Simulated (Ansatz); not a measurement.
# FH5N2Si: the cost of one run

Computed with Ansatz 0.2.0, driven from Python. Level of theory: Hartree-Fock/def2-SVPD.

## (1) Starting point

Bond lengths: N1–Si2 1.607 Å, Si2–N3 1.663 Å, Si2–F4 1.560 Å, N1–H5 1.061 Å, N1–H6 1.043 Å, Si2–H7 1.497 Å, N3–H8 1.033 Å, N3–H9 0.992 Å. Angles: N1–Si2–N3 96.3°, N1–Si2–F4 111.7°, N1–Si2–H7 112.6°, N3–Si2–F4 108.7°, N3–Si2–H7 113.7°, F4–Si2–H7 112.7°, Si2–N1–H5 110.8°, Si2–N1–H6 111.6°, H5–N1–H6 103.0°, Si2–N3–H8 106.6°, Si2–N3–H9 109.4°, H8–N3–H9 108.9°.

No structure file is read: the coordinates are typed or built in the script.

## (2) The script

Contents of run_field.py:

```python
"""Dipole of FH5N2Si in the field of point charges."""

import warnings

import ansatz
from ase import Atoms
import numpy as np

BASIS_SET = "def2-SVPD"
XC = "HF"


def main() -> None:
    warnings.simplefilter("ignore", ansatz.DeckWarning)

    atoms = Atoms(["N", "Si", "N", "F", "H", "H", "H", "H", "H"], positions=[
        (-0.8185, 0.8818, -0.4076),
        (0.3865, -0.1818, -0.3997),
        (0.2653, -0.5821, 1.2102),
        (0.0504, -1.4419, -1.2558),
        (-0.9326, 1.3147, -1.369),
        (-0.6084, 1.7053, 0.1971),
        (1.6998, 0.4336, -0.7686),
        (0.7367, -1.4938, 1.3229),
        (-0.6907, -0.6821, 1.4535),
    ])
    geometry = ansatz.Crystal.molecule_from_ase(atoms)

    calc = (
        geometry.calculation()
        .basis(gaussian=BASIS_SET)
        .functional(XC)
        .forces()
    )
    # charges +q and -q at -R and +R make a nearly even field 2 k q / R^2 at the centre
    centre = np.mean([site.position_ang for site in geometry.cartesian_sites], axis=0)
    field = 2 * 14.399645 * 2.0 / 40.0 ** 2


    def dipole(axis, sign):
        arm = 40.0 * np.eye(3)[axis]
        pair = [{"charge": sign * 2.0, "position_ang": (centre - arm).tolist()}, {"charge": -sign * 2.0, "position_ang": (centre + arm).tolist()}]
        deck = calc.input().set(ansatz.key.basis.gaussian.point_charges, pair)
        return np.array(ansatz.Session.from_dict(deck).plan().execute().report["charge_distribution"]["dipole_moment_e_ang"])


    print(f"field {field:.4f} V/A")
    alpha = np.array([(dipole(axis, 1) - dipole(axis, -1)) / (2 * field) * 14.399645 for axis in range(3)])
    print("polarisability tensor (A^3)")
    print(np.array2string(alpha, precision=3, suppress_small=True))
    print(f"mean {np.trace(alpha) / 3:.3f} A^3 = {np.trace(alpha) / 3 / 0.14818471:.2f} bohr^3")


if __name__ == "__main__":
    main()
```

## (3) The calls as engine input

The package turns the script's settings into the engine's input (first run):

```yaml
crystal:
  periodic: [false, false, false]
  atoms:
    - { symbol: "N", position_ang: [-0.8185, 0.8818, -0.4076] }
    - { symbol: Si, position_ang: [0.3865, -0.1818, -0.3997] }
    - { symbol: "N", position_ang: [0.2653, -0.5821, 1.2102] }
    - { symbol: F, position_ang: [0.0504, -1.4419, -1.2558] }
    - { symbol: H, position_ang: [-0.9326, 1.3147, -1.369] }
    - { symbol: H, position_ang: [-0.6084, 1.7053, 0.1971] }
    - { symbol: H, position_ang: [1.6998, 0.4336, -0.7686] }
    - { symbol: H, position_ang: [0.7367, -1.4938, 1.3229] }
    - { symbol: H, position_ang: [-0.6907, -0.6821, 1.4535] }
basis:
  gaussian:
    orbitals: def2-SVPD
    point_charges:
      - { charge: 2.0, position_ang: [-39.99016666666667, -0.0051444444444444576, -0.0018888888888889028] }
      - { charge: -2.0, position_ang: [40.00983333333333, -0.0051444444444444576, -0.0018888888888889028] }
hamiltonian:
  xc: hf
output:
  forces: true
```

## (4) Launch

Started as:

```sh
> python run_field.py
```

Q: Estimate wall time and peak memory on 1 thread of AMD EPYC 7R43 (Zen 3), shared host.

About 26 s, with a peak of 0.33 GiB.
